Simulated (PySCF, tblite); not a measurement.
**AlH7O4Si3, a small gas-phase stand-in for a defect centre (aluminium on silica): NMR shifts, core binding energies and electronic excitations**

Wanted: the NMR shifts, core binding energies and electronic excitations for `O[Si][O][Al]([O][SiH3])[O][SiH3]`. It is drawn as: twofold silicon.

Programs: tblite 0.8.0 and PySCF 2.14.0. All values are calculated, for the isolated system unless a continuum is named. Atoms count from 0, parts from 1.

### 1 Starting point

15 atoms, charge 0, multiplicity 1; geometry: distance geometry start.

### 2 Relaxing the cluster with GFN2-xTB

What the job is given:

```
{"job": {"kind": "relax", "xc": "GFN2-xTB", "basis": "xTB"}, "charge": 0, "multiplicity": 1}
Si     2.593989     2.766373     0.920513
O      2.511027     1.066029     1.378851
Al     1.206798    -0.150194     0.885957
O      1.354665    -0.821923    -0.853274
Si     1.161846     0.112470    -2.331354
O     -0.539007     0.241840     1.464471
Si    -1.626839     1.410370     0.695426
O     -2.842145     2.594835     0.217364
H      3.170751     3.525229     1.975085
H      3.374926     2.906952    -0.255243
H      1.278405     3.240725     0.683338
H      0.688821    -0.723932    -3.360754
H      2.421065     0.614709    -2.730566
H      0.263831     1.187254    -2.116184
H     -2.647506     3.468135    -0.210131
```

With the program's defaults for keys left out, this is: GFN2-xTB geometry optimisation, gas phase.

The run is started by

```console
OMP_NUM_THREADS=1 python cluster_run.py task.json out
```

One launch serves the whole session: the jobs run in the order shown.

**Question.** The jobs that follow are: PBE0-D3(BJ)/def2-SVP geometry optimisation, gas phase; GIAO PBE0/pcSseg-1 NMR shielding, non-relativistic, gas phase; delta-SCF UKS SCAN, pcX-2 on the ionised atom, pcseg-1 elsewhere, spin-free X2C; TDDFT CAM-B3LYP/def2-SVPD, vertical, gas phase, core orbitals frozen in the response. Predict: point group; rotational constants (main isotopes); $^{1}$H shifts against TMS (PBE0/pcSseg-1); $^{29}$Si shifts against TMS (PBE0/pcSseg-1); $^{17}$O shifts against H2O (PBE0/pcSseg-1); $^{27}$Al shifts against AlH4- (PBE0/pcSseg-1); O1s binding energies, SCAN/pcX-2; Al2p binding energies, SCAN/pcX-2; lowest singlet (CAM-B3LYP/def2-SVPD); brightest single state of those computed; lowest triplet; vertical ionisation energy (ΔSCF); vertical electron affinity (ΔSCF).

**Answer**, as computed:

| quantity | value |
| --- | --- |
| point group | C1 |
| rotational constants (main isotopes) | 0.87, 0.84, 0.47 GHz |
| $^{1}$H shifts against TMS (PBE0/pcSseg-1) | 5.22, 5.21, 5.13, 5.13, 5.06, 5.06, 4.95 ppm |
| $^{29}$Si shifts against TMS (PBE0/pcSseg-1) | 82.7, -45.1, -45.1 ppm |
| $^{17}$O shifts against H2O (PBE0/pcSseg-1) | 293.0, 155.0, 16.4, 16.4 ppm |
| $^{27}$Al shifts against AlH4- (PBE0/pcSseg-1) | -20.3 ppm |
| O1s binding energies, SCAN/pcX-2 | O7 539.99, O5 537.61, O1 537.10, O3 537.08 eV |
| Al2p binding energies, SCAN/pcX-2 | Al2 80.89 eV |
| lowest singlet (CAM-B3LYP/def2-SVPD) | 5.39 eV (230 nm), f = 0.102 |
| brightest single state of those computed | state 5, 6.82 eV, f = 0.131 |
| lowest triplet | 3.35 eV |
| vertical ionisation energy (ΔSCF) | 10.31 eV |
| vertical electron affinity (ΔSCF) | 0.28 eV |

In words: On relaxing, metal atoms bound new neighbours (Al2–O7). The start of the PBE0/def2-SVP relaxation was shaken at random by about 0.01 Å, so part of the energy gained, and of the first lengths quoted, undoes that. Relaxing lowered the energy by 0.396 eV in 14 steps; the close pair that moved most is Al2–Si6, from 2.546 to 2.677 Å (PBE0/def2-SVP). No frequency check was run at this level, so the end point may be a saddle. Hydrogens of an XH3 group are listed apart at this fixed geometry; free rotation makes them one line at their mean. At PBE0/pcSseg-1: The widest tensor belongs to Si6: span 632 ppm, with a paramagnetic part of -608 ppm. At SCAN/pcX-2: The O1s levels kept as sound span 2.91 eV, from O3 (oxygen bonded to Al, Si) up to O7 (oxygen bonded to Al, Si, H). The first singlet state (HOMO→LUMO 0.62, HOMO−1→LUMO 0.32) lies at 5.39 eV and is bright; of the 6 states computed, the strongest absorption comes from state 5 at 6.82 eV. The lowest triplet lies 2.04 eV below the lowest singlet (triplets in Tamm-Dancoff, singlets in full TDDFT). The orbital energy would give 9.64 eV for ionisation, ΔSCF gives 10.31 eV. A capped cluster stands for the solid here, so long-range fields and strain are missing, and bands or shifts of the capping hydrogens have no counterpart in it.
